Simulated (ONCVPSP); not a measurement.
# How the scale of all radii shapes an ONCV potential for F

One potential is built and tested. Then the scale of all radii is changed, to learn what it costs or gains.

The numbers are computed with ONCVPSP 4.0.1 (LDA (Perdew-Wang 92), scalar-relativistic, spin-unpolarised reference atom).

## (1) The atom and the settings

Typed settings, in words:

- element: fluorine (F, Z = 9)
- type: optimised norm-conserving Vanderbilt (ONCV)
- frozen core: [He]
- valence charge: 7
- reference configuration: 2s2 2p5
- partial waves: 2s: rc 0.54 bohr, ncon 3, nbas 6, qcut 11.9 1/bohr, 2 projectors, debl 1.2 Ha; 2p: rc 1.20 bohr, ncon 4, nbas 8, qcut 10.4 1/bohr, 3 projectors, debl 2.7 Ha; d scattering state at 0.11 Ha: rc 1.04 bohr, ncon 3, nbas 6, qcut 8.9 1/bohr, 2 projectors, debl 2.2 Ha
- local potential: polynomial inside 0.50 bohr (lpopt 5, dvloc0 0 Ha)
- core correction: not asked for

An earlier all-electron run gives the scale for the radii.

All-electron outer shells of the reference configuration (LDA (PZ), scalar-relativistic, ld1.x):

```tsv
shell	level (eV)	outermost node (bohr)	outermost maximum (bohr)
1s	-658.96	–	0.12
2s	-29.65	0.24	0.77
2p	-11.29	–	0.71
```

## (2) The first potential

F.dat

```
# ATOM AND REFERENCE CONFIGURATION
# atsym  z   nc   nv     iexc    psfile
  F 9.00    1    2  -001012      upf
#
#   n    l    f
    1    0    2.00
    2    0    2.00
    2    1    5.00
#
# PSEUDOPOTENTIAL AND OPTIMIZATION
# lmax
    2
#
#   l,   rc,      ep,       ncon, nbas, qcut
    0    0.54    0.00    3    6   11.90
    1    1.20    0.00    4    8   10.40
    2    1.04    0.11    3    6    8.90
#
# LOCAL POTENTIAL
# lloc, lpopt,  rc(5),   dvloc0
    4    5    0.50    0.00
#
# VANDERBILT-KLEINMAN-BYLANDER PROJECTORs
# l, nproj, debl
    0    2    1.20
    1    3    2.70
    2    2    2.20
#
# MODEL CORE CHARGE
# icmod, fcfact, rcfact
    0    0.00    0.00
#
# LOG DERIVATIVE ANALYSIS
# epsh1, epsh2, depsh
   -3.00    5.00    0.02
#
# OUTPUT GRID
# rlmax, drl
    6.00    0.01
#
# TEST CONFIGURATIONS
# ncnf
    4
# nvcnf
#   n    l    f
    2
    2    0    2.00
    2    1    4.00
#
    2
    2    0    2.00
    2    1    3.00
#
    2
    2    0    2.00
    2    1    2.00
#
    2
    2    0    1.00
    2    1    5.00
#
```

On the command line:

```
$ oncvpsp.x < F.dat > F.out
```

Output in F.out (without the consistency checks and plot data):

```text
ONCVPSP  (Optimized Norm-Conservinng Vanderbilt PSeudopotential)
scalar-relativistic version 4.0.1

#   n    l    f        energy (Ha)
    1    0    2.00    -2.4215805E+01
    2    0    2.00    -1.0895829E+00
    2    1    5.00    -4.1509348E-01

Reference configufation results
  iterations    19
  all-electron total energy (Ha)   -9.91888721D+01

Begin loop to  construct optimized pseudo wave functions
and semi-local pseudopoentials for all angular momenta

   Wellstate for l =  0  n =  3
     eigenvalue =   0.1104
     asymptotic potential =   0.6104
     half-point radius =  7.3607

Calculating optimized projector #   1

 for l=   0

    Fraction of norm inside rc  0.121437
    Optimizing pswf for qcut=  11.91 a_B^-1,  ecut=  70.94 Ha
    Residual kinetic energy error=  5.22D-04 Ha

    Energy error per electron        Cutoff
         Ha          eV             Ha
         0.01000     0.27211       38.38
         0.00100     0.02721       55.54
         0.00010     0.00272      322.29

Calculating optimized projector #   2

 for l=   0

    Fraction of norm inside rc  0.009224
    Optimizing pswf for qcut=  11.91 a_B^-1,  ecut=  70.94 Ha
    Residual kinetic energy error=  1.12D-04 Ha

    Energy error per electron        Cutoff
         Ha          eV             Ha
         0.01000     0.27211       18.19
         0.00100     0.02721       44.55
         0.00010     0.00272       73.93
         0.00001     0.00027      463.03

   Wellstate for l =  1  n =  4
     eigenvalue =   2.2849
     asymptotic potential =   2.7849
     half-point radius =  3.1672

   Wellstate for l =  1  n =  5
     eigenvalue =   4.9849
     asymptotic potential =   5.4849
     half-point radius =  2.9008

Calculating optimized projector #   1

 for l=   1

    Fraction of norm inside rc  0.654067
    Optimizing pswf for qcut=  10.41 a_B^-1,  ecut=  54.18 Ha
    Residual kinetic energy error=  1.60D-05 Ha

    Energy error per electron        Cutoff
         Ha          eV             Ha
         0.01000     0.27211       33.18
         0.00100     0.02721       42.11
         0.00010     0.00272       48.72
         0.00001     0.00027       65.50

Calculating optimized projector #   2

 for l=   1

    Fraction of norm inside rc  0.078057
    Optimizing pswf for qcut=  10.41 a_B^-1,  ecut=  54.18 Ha
    Residual kinetic energy error=  4.02D-05 Ha

    Energy error per electron        Cutoff
         Ha          eV             Ha
         0.01000     0.27211       32.46
         0.00100     0.02721       43.02
         0.00010     0.00272       51.31
         0.00001     0.00027       78.73

Calculating optimized projector #   3

 for l=   1

    Fraction of norm inside rc  0.080026
    Optimizing pswf for qcut=  10.41 a_B^-1,  ecut=  54.18 Ha
    Residual kinetic energy error=  1.77D-04 Ha

    Energy error per electron        Cutoff
         Ha          eV             Ha
         0.01000     0.27211       36.94
         0.00100     0.02721       47.60
         0.00010     0.00272       56.53
         0.00001     0.00027       89.48

   Wellstate for l =  2  n =  3
     eigenvalue =   0.1100
     asymptotic potential =   0.6100
     half-point radius = 20.1492

   Wellstate for l =  2  n =  4
     eigenvalue =   2.3100
     asymptotic potential =   2.8100
     half-point radius =  3.1570

Calculating optimized projector #   1

 for l=   2

    Fraction of norm inside rc  0.000029
    Optimizing pswf for qcut=   8.89 a_B^-1,  ecut=  39.54 Ha
    Residual kinetic energy error=  9.54D-09 Ha

    Energy error per electron        Cutoff
         Ha          eV             Ha
         0.01000     0.27211        0.21
         0.00100     0.02721        0.46
         0.00010     0.00272        1.74
         0.00001     0.00027        7.13

Calculating optimized projector #   2

 for l=   2

    Fraction of norm inside rc  0.058348
    Optimizing pswf for qcut=   8.89 a_B^-1,  ecut=  39.54 Ha
    Residual kinetic energy error=  5.82D-05 Ha

    Energy error per electron        Cutoff
         Ha          eV             Ha
         0.01000     0.27211       14.28
         0.00100     0.02721       26.35
         0.00010     0.00272       37.36
         0.00001     0.00027       57.38

Construct Vanderbilt / Kleinmman-Bylander projectors

B matrix Hermiticity error, ll=   0
   1   2    3.4080E-05

  Orthonormal projector coefficients -8.3823E+01  1.3140E+01

B matrix Hermiticity error, ll=   1
   1   2   -1.4365E-04
   1   3    2.0447E-04
   2   3    8.6424E-05

  Orthonormal projector coefficients  9.0440E+00 -3.3181E+00 -2.8669E+00

B matrix Hermiticity error, ll=   2
   1   2    4.7326E-07

  Orthonormal projector coefficients -1.4206E+01 -3.9995E+00

Pseudoatom total energy  -23.879821

Diagnostic tests using Vanderbilt-Kleinman-Bylander pseudopotentials
  1 or more projectors used as specified by nproj input data

   l    rcore       rmatch      e in        delta e   norm test  slope test

   0   0.5415444   0.5579869  -1.0895829  -0.0001138   1.0000367   1.0001969
   0   0.5415444   0.5579869   0.1104171  -0.0012519   1.0005526   1.0005526

   1   1.2071562   1.2438081  -0.4150935  -0.0000039   1.0000639   1.0000821
   1   1.2071562   1.2438081   2.2849065   0.0000189   1.0001823   1.0001823
   1   1.2071562   1.2438081   4.9849065   0.0001461   1.0002238   1.0002238

   2   1.0457116   1.0774617   0.1100000  -0.0000753   1.0000611   1.0000611
   2   1.0457116   1.0774617   2.3100000  -0.0000266   1.0001061   1.0001061

 Testing for bound ghosts
   n   l    E NL Schr. Eq   E Basis Diag.   E Cutoff

       0                      -16.803027    422.02  WARNING - GHOST(-)
   1   0       -1.089697       -0.622378    422.02

   2   1       -0.415097       -0.406282    270.73

 Testing for highly-localized positive-energy ghosts
       l    <radius>/rc     E Basis Diag.   E Cutoff

Test configuration 0

   n   l     f        eae           eps        diff
   1   0  2.0000  -24.21580463
   2   0  2.0000   -1.08958287   -1.08969667   -1.14D-04
   2   1  5.0000   -0.41509348   -0.41509733   -3.85D-06

    Total energies and differences
      AE_ref= -9.91888721D+01  AE_tst= -9.91888721D+01  dif=  0.00D+00
      PS_ref= -2.38798212D+01  PS_tst= -2.38798212D+01  dif= -3.91D-14
      PSP excitation error=  3.91D-14

Test configuration 1

   n   l     f        eae           eps        diff
   1   0  2.0000  -24.97733168
   2   0  2.0000   -1.73003278   -1.73047411   -4.41D-04
   2   1  4.0000   -1.04586209   -1.04408931    1.77D-03

    Total energies and differences
      AE_ref= -9.91888721D+01  AE_tst= -9.84701333D+01  dif=  7.19D-01
      PS_ref= -2.38798212D+01  PS_tst= -2.31616659D+01  dif=  7.18D-01
      PSP excitation error=  5.83D-04

Test configuration 2

   n   l     f        eae           eps        diff
   1   0  2.0000  -25.93603064
   2   0  2.0000   -2.48476370   -2.48351464    1.25D-03
   2   1  3.0000   -1.80514109   -1.79680046    8.34D-03

    Total energies and differences
      AE_ref= -9.91888721D+01  AE_tst= -9.70546157D+01  dif=  2.13D+00
      PS_ref= -2.38798212D+01  PS_tst= -2.17505823D+01  dif=  2.13D+00
      PSP excitation error=  5.02D-03

Test configuration 3

   n   l     f        eae           eps        diff
   1   0  2.0000  -27.07676834
   2   0  2.0000   -3.33555757   -3.32789690    7.66D-03
   2   1  2.0000   -2.67718527   -2.65325968    2.39D-02

    Total energies and differences
      AE_ref= -9.91888721D+01  AE_tst= -9.48224572D+01  dif=  4.37D+00
      PS_ref= -2.38798212D+01  PS_tst= -1.95335117D+01  dif=  4.35D+00
      PSP excitation error=  2.01D-02

Test configuration 4

   n   l     f        eae           eps        diff
   1   0  2.0000  -24.97478519
   2   0  1.0000   -1.73649635   -1.73733671   -8.40D-04
   2   1  5.0000   -1.04943645   -1.05051290   -1.08D-03

    Total energies and differences
      AE_ref= -9.91888721D+01  AE_tst= -9.77845125D+01  dif=  1.40D+00
      PS_ref= -2.38798212D+01  PS_tst= -2.24750613D+01  dif=  1.40D+00
      PSP excitation error= -4.00D-04
```

Wall time 2.8 s (1 thread, shared host).

Partial waves on a coarse radial grid (AE all-electron, PS pseudo):

```csv
r (bohr),2s AE,2s PS
0.060,-0.4141,0.0587
0.120,-0.4239,0.1242
0.180,-0.2534,0.2039
0.240,-0.0180,0.3023
0.300,0.2226,0.4164
0.360,0.4400,0.5374
0.420,0.6219,0.6569
0.480,0.7653,0.7708
0.540,0.8721,0.8720
0.600,0.9464,0.9463
0.660,0.9925,0.9924
0.720,1.0157,1.0156
0.780,1.0203,1.0202
0.840,1.0103,1.0103
0.900,0.9893,0.9892
0.960,0.9599,0.9598
1.020,0.9245,0.9244
1.080,0.8850,0.8849
1.140,0.8429,0.8428
1.200,0.7994,0.7993
1.260,0.7554,0.7553
1.320,0.7116,0.7116
1.380,0.6686,0.6685
1.440,0.6268,0.6267
1.500,0.5863,0.5863
1.560,0.5476,0.5475
```

## (3) Transferability, from the output's test configurations

The tests as a table, with energies relative to 2s2 2p5.

| valence configuration | charge | ΔE all-electron (eV) | error AE − PS (meV) |
| --- | --- | --- | --- |
| 2s2 2p4 | +1 | 19.558 | +16 |
| 2s2 2p3 | +2 | 58.076 | +137 |
| 2s2 2p2 | +3 | 118.816 | +547 |
| 2s1 2p5 | +1 | 38.215 | -11 |

## (4) Does it scatter like the atom?

Taken from the files of the generation run. The phase is arctan(r·R′/R) of the radial function R, unwrapped, with energies in Ha. A pole is an energy at which the radial function vanishes at the test radius. The pseudo phase is shifted by a multiple of π to meet the all-electron one at the reference energy. Levels narrower than the energy grid can be missing from the poles. The last column is the largest difference on the grid between −0.5 and +0.5 Ha.

| channel | radius (bohr) | reference (Ha) | poles AE | poles PS | window around the reference with phases within 0.05 rad (Ha) | largest difference near zero (rad) |
| --- | --- | --- | --- | --- | --- | --- |
| s | 0.55 | -1.09 | none | none | the whole range | 0.000 |
| p | 1.22 | -0.42 | 0.91 | 0.91 | the whole range | 0.000 |
| d | 1.06 | 0.11 | none | none | the whole range | 0.000 |

Phases (rad) along the scan:

```csv
E (Ha),s AE,s PS,p AE,p PS
-2.98,0.202,0.202,0.976,0.976
-2.54,0.131,0.131,0.863,0.863
-2.10,0.057,0.057,0.683,0.683
-1.66,-0.018,-0.018,0.367,0.367
-1.22,-0.095,-0.095,-0.156,-0.156
-0.78,-0.172,-0.172,-0.732,-0.732
-0.34,-0.248,-0.248,-1.115,-1.115
0.10,-0.323,-0.324,-1.339,-1.339
0.54,-0.397,-0.397,-1.482,-1.482
0.98,-0.467,-0.467,-1.587,-1.587
1.42,-0.534,-0.534,-1.674,-1.674
1.86,-0.598,-0.598,-1.756,-1.756
2.30,-0.658,-0.658,-1.843,-1.843
2.74,-0.714,-0.714,-1.947,-1.947
3.18,-0.767,-0.767,-2.086,-2.086
3.62,-0.816,-0.816,-2.289,-2.289
4.06,-0.862,-0.861,-2.611,-2.611
4.50,-0.904,-0.904,-3.082,-3.082
4.94,-0.943,-0.943,-3.573,-3.573
```

## (5) Convergence and ghost test

From the same output: the cutoffs (Ha) at which the residual kinetic energy of the hardest occupied pseudo-wave falls to 1 and 0.1 mHa per electron are 56 Ha and 322 Ha.

The program's own ghost test: GHOST(-) flagged for s at -457.2 eV; no localised positive-energy state flagged.

Cutoff (Ha) at which the first wave of each channel reaches a given error (Ha per electron):

```csv
error,s,p,d
1.0e-02,38.4,33.2,0.2
3.2e-03,46.7,37.8,0.3
1.0e-03,55.5,42.1,0.5
3.2e-04,192.1,45.5,0.8
1.0e-04,322.3,48.7,1.7
```

## (6) Now with scale of all radii = 1.37

Changes to F.dat since step 2:

```diff
@@ -14,5 +14,5 @@
 #   l,   rc,      ep,       ncon, nbas, qcut
-    0    0.54    0.00    3    6   11.90
-    1    1.20    0.00    4    8   10.40
-    2    1.04    0.11    3    6    8.90
+    0    0.74    0.00    3    6   11.90
+    1    1.64    0.00    4    8   10.40
+    2    1.42    0.11    3    6    8.90
 #
@@ -20,3 +20,3 @@
 # lloc, lpopt,  rc(5),   dvloc0
-    4    5    0.50    0.00
+    4    5    0.68    0.00
 #
```

On the command line:

```
$ oncvpsp.x < F.dat > F.out
```

What the program wrote to F.out (without the consistency checks and plot data):

```text
ONCVPSP  (Optimized Norm-Conservinng Vanderbilt PSeudopotential)
scalar-relativistic version 4.0.1

[... all-electron levels as in step 2 ...]

Begin loop to  construct optimized pseudo wave functions
and semi-local pseudopoentials for all angular momenta

   Wellstate for l =  0  n =  3
     eigenvalue =   0.1104
     asymptotic potential =   0.6104
     half-point radius =  7.1866

Calculating optimized projector #   1

 for l=   0

    Fraction of norm inside rc  0.311967
    Optimizing pswf for qcut=  11.89 a_B^-1,  ecut=  70.64 Ha
    Residual kinetic energy error=  4.61D-05 Ha

    Energy error per electron        Cutoff
         Ha          eV             Ha
         0.01000     0.27211       38.65
         0.00100     0.02721       53.78
         0.00010     0.00272       66.00
         0.00001     0.00027      154.79

Calculating optimized projector #   2

 for l=   0

    Fraction of norm inside rc  0.021976
    Optimizing pswf for qcut=  11.89 a_B^-1,  ecut=  70.64 Ha
    Residual kinetic energy error=  4.28D-06 Ha

    Energy error per electron        Cutoff
         Ha          eV             Ha
         0.01000     0.27211       14.21
         0.00100     0.02721       38.06
         0.00010     0.00272       53.32
         0.00001     0.00027       65.68

   Wellstate for l =  1  n =  4
     eigenvalue =   2.2849
     asymptotic potential =   2.7849
     half-point radius =  3.2052

   Wellstate for l =  1  n =  5
     eigenvalue =   4.9849
     asymptotic potential =   5.4849
     half-point radius =  2.9928

Calculating optimized projector #   1

 for l=   1

    Fraction of norm inside rc  0.831469
    Optimizing pswf for qcut=  10.40 a_B^-1,  ecut=  54.06 Ha
    Residual kinetic energy error=  6.12D-09 Ha

    Energy error per electron        Cutoff
         Ha          eV             Ha
         0.01000     0.27211       25.15
         0.00100     0.02721       32.03
         0.00010     0.00272       37.99
         0.00001     0.00027       42.84

Calculating optimized projector #   2

 for l=   1

    Fraction of norm inside rc  0.174659
    Optimizing pswf for qcut=  10.40 a_B^-1,  ecut=  54.06 Ha
    Residual kinetic energy error=  9.81D-08 Ha

    Energy error per electron        Cutoff
         Ha          eV             Ha
         0.01000     0.27211       26.56
         0.00100     0.02721       34.57
         0.00010     0.00272       41.18
         0.00001     0.00027       46.05

Calculating optimized projector #   3

 for l=   1

    Fraction of norm inside rc  0.152762
    Optimizing pswf for qcut=  10.40 a_B^-1,  ecut=  54.06 Ha
    Residual kinetic energy error=  1.88D-06 Ha

    Energy error per electron        Cutoff
         Ha          eV             Ha
         0.01000     0.27211       31.09
         0.00100     0.02721       39.39
         0.00010     0.00272       45.72
         0.00001     0.00027       50.97

   Wellstate for l =  2  n =  3
     eigenvalue =   0.1100
     asymptotic potential =   0.6100
     half-point radius = 19.6447

   Wellstate for l =  2  n =  4
     eigenvalue =   2.3100
     asymptotic potential =   2.8100
     half-point radius =  3.1715

Calculating optimized projector #   1

 for l=   2

    Fraction of norm inside rc  0.000149
    Optimizing pswf for qcut=   8.89 a_B^-1,  ecut=  39.54 Ha
    Residual kinetic energy error=  1.18D-10 Ha

    Energy error per electron        Cutoff
         Ha          eV             Ha
         0.01000     0.27211        0.20
         0.00100     0.02721        0.46
         0.00010     0.00272        1.75
         0.00001     0.00027        6.82

Calculating optimized projector #   2

 for l=   2

    Fraction of norm inside rc  0.180712
    Optimizing pswf for qcut=   8.89 a_B^-1,  ecut=  39.54 Ha
    Residual kinetic energy error=  2.34D-06 Ha

    Energy error per electron        Cutoff
         Ha          eV             Ha
         0.01000     0.27211       13.70
         0.00100     0.02721       22.64
         0.00010     0.00272       30.20
         0.00001     0.00027       36.21

Construct Vanderbilt / Kleinmman-Bylander projectors

B matrix Hermiticity error, ll=   0
   1   2    4.2516E-05

  Orthonormal projector coefficients  1.6039E+01  1.4244E+00

B matrix Hermiticity error, ll=   1
   1   2   -1.2033E-04
   1   3    1.2466E-04
   2   3    1.3717E-04

  Orthonormal projector coefficients -4.3320E+00 -2.0058E+00 -9.1244E-01

B matrix Hermiticity error, ll=   2
   1   2    1.3057E-06

  Orthonormal projector coefficients -3.9153E+00 -1.0138E+00

Pseudoatom total energy  -23.622650

Diagnostic tests using Vanderbilt-Kleinman-Bylander pseudopotentials
  1 or more projectors used as specified by nproj input data

   l    rcore       rmatch      e in        delta e   norm test  slope test

   0   0.7435789   0.7661555  -1.0895829  -0.0000037   1.0000632   0.9790171
   0   0.7435789   0.7661555   0.1104171   0.0001269   1.0002003   1.0002003

   1   1.6476254   1.6976509  -0.4150935  -0.0000030   1.0000453   1.0000494
   1   1.6476254   1.6976509   2.2849065   0.0000211   1.0001045   1.0001045
   1   1.6476254   1.6976509   4.9849065  -0.0000413   1.0003256   1.0003256

   2   1.4272726   1.4706077   0.1100000  -0.0000071   1.0000317   1.0000317
   2   1.4272726   1.4706077   2.3100000   0.0000194   1.0001019   1.0001019

 Testing for bound ghosts
   n   l    E NL Schr. Eq   E Basis Diag.   E Cutoff

   1   0       -1.089587       -1.006915    225.75

   2   1       -0.415097       -0.414313    145.56

 Testing for highly-localized positive-energy ghosts
       l    <radius>/rc     E Basis Diag.   E Cutoff

Test configuration 0

   n   l     f        eae           eps        diff
   1   0  2.0000  -24.21580463
   2   0  2.0000   -1.08958287   -1.08958659   -3.72D-06
   2   1  5.0000   -0.41509348   -0.41509651   -3.03D-06

    Total energies and differences
      AE_ref= -9.91888721D+01  AE_tst= -9.91888721D+01  dif=  0.00D+00
      PS_ref= -2.36226502D+01  PS_tst= -2.36226502D+01  dif=  1.42D-14
      PSP excitation error= -1.42D-14

Test configuration 1

   n   l     f        eae           eps        diff
   1   0  2.0000  -24.97733168
   2   0  2.0000   -1.73003278   -1.72988223    1.51D-04
   2   1  4.0000   -1.04586209   -1.04073856    5.12D-03

    Total energies and differences
      AE_ref= -9.91888721D+01  AE_tst= -9.84701333D+01  dif=  7.19D-01
      PS_ref= -2.36226502D+01  PS_tst= -2.29057620D+01  dif=  7.17D-01
      PSP excitation error=  1.85D-03

Test configuration 2

   n   l     f        eae           eps        diff
   1   0  2.0000  -25.93603064
   2   0  2.0000   -2.48476370   -2.47920080    5.56D-03
   2   1  3.0000   -1.80514109   -1.78367236    2.15D-02

    Total energies and differences
      AE_ref= -9.91888721D+01  AE_tst= -9.70546157D+01  dif=  2.13D+00
      PS_ref= -2.36226502D+01  PS_tst= -2.15022617D+01  dif=  2.12D+00
      PSP excitation error=  1.39D-02

Test configuration 3

   n   l     f        eae           eps        diff
   1   0  2.0000  -27.07676834
   2   0  2.0000   -3.33555757   -3.31495742    2.06D-02
   2   1  2.0000   -2.67718527   -2.62144858    5.57D-02

    Total energies and differences
      AE_ref= -9.91888721D+01  AE_tst= -9.48224572D+01  dif=  4.37D+00
      PS_ref= -2.36226502D+01  PS_tst= -1.93068460D+01  dif=  4.32D+00
      PSP excitation error=  5.06D-02

Test configuration 4

   n   l     f        eae           eps        diff
   1   0  2.0000  -24.97478519
   2   0  1.0000   -1.73649635   -1.74045661   -3.96D-03
   2   1  5.0000   -1.04943645   -1.05119860   -1.76D-03

    Total energies and differences
      AE_ref= -9.91888721D+01  AE_tst= -9.77845125D+01  dif=  1.40D+00
      PS_ref= -2.36226502D+01  PS_tst= -2.22165598D+01  dif=  1.41D+00
      PSP excitation error= -1.73D-03
```

Run time: 2.7 s. Hardware: 1 thread, shared host.

Excitation and ionisation energies from 2s2 2p5, with the error of the potential.

```tsv
valence configuration	charge	ΔE all-electron (eV)	error AE − PS (meV)
2s2 2p4	+1	19.558	+50
2s2 2p3	+2	58.077	+378
2s2 2p2	+3	118.816	+1377
2s1 2p5	+1	38.215	-47
```

Compared with the first run, the loose cutoff goes from 56 Ha to 54 Ha, the largest test error goes from +547 to +1377 meV and the bound ghost is gone.

[end of part 1 of 2]
